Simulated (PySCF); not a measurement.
# AlSe+: from the state search to spectroscopic constants

The task here is to estimate one member of a computed series from the others.

Computed with PySCF 2.14.0. Level: Al def2-SVPD, Se def2-SVPD, no relativity.

The first run:

A driver script around PySCF takes these settings:

| Quantity | Value |
| --- | --- |
| atoms | Al, Se |
| charge | 1 |
| basis | Al def2-SVPD, Se def2-SVPD |
| Hamiltonian | no relativity |
| basis functions | 65 |
| electrons treated | 46 |
| masses in u | 26.9815, 79.9165 |
| levels | PBE0, PBE, r²SCAN, M06-2X, B3LYP, BLYP, HF, MP2, SCS-MP2, CCSD, CCSD(T) |
| grid | 80 radial by 434 angular points |
| occupations | held fixed by the projection of orbital angular momentum |
| dissociation limit | Al+ + Se, each in its ground configuration |
| starting distance in angstrom | 2.410 |
| values of 2S to try | 0, 2 |

Launch:

```sh
$ OMP_NUM_THREADS=1 python dia.py task.json out
```

Steps of the session up to this table: Set-up; First curve: PBE0; Higher solutions at PBE0; PBE; r²SCAN (meta-GGA); M06-2X (hybrid meta-GGA); B3LYP (global hybrid GGA); BLYP (GGA); UHF; Correlated methods on the Hartree–Fock reference.

One table of the session follows, with a row left open; its other results are not shown here.

It belongs to the step «The curves together». Energy (eV) from each level's lowest point:

```
R (Å)    UHF  UHF-MP2  UHF-SCS-MP2  UHF-CCSD  UHF-CCSD(T)
2.007  0.832    0.842        0.873       n/a          n/a
2.101  0.349    0.349        0.374     0.408        0.415
2.194  0.101    0.094        0.111     0.136        0.139
2.264      ?        ?            ?         ?            ?
2.334  0.000    0.000        0.000     0.000        0.000
2.404  0.017    0.034        0.024     0.003        0.006
2.497  0.067    0.124        0.098     0.044        0.054
2.614  0.133    0.255        0.209     0.120        0.143
2.754  0.194    0.384        0.316     0.210        0.249
2.941  0.239    0.490        0.398       n/a          n/a
```

**Question.** Estimate the row for R (Å) = 2.264.

Worked estimate for «UHF». A straight line through the neighbours (2.194, 0.101) and (2.334, 0.000) gives 0.101 + (0.000 − 0.101) × (2.264 − 2.194) / (2.334 − 2.194) = 0.051; a parabola fitted to 4 rows on both sides gives 0.016.

The run gave: UHF: 0.020; UHF-MP2: 0.014; UHF-SCS-MP2: 0.022; UHF-CCSD: 0.038; UHF-CCSD(T): 0.038. In «UHF» the line misses by +0.031 and the parabola by -0.004.

State 3 has its PBE0 minimum 0.25 eV higher. The other levels ran on the lowest alone.
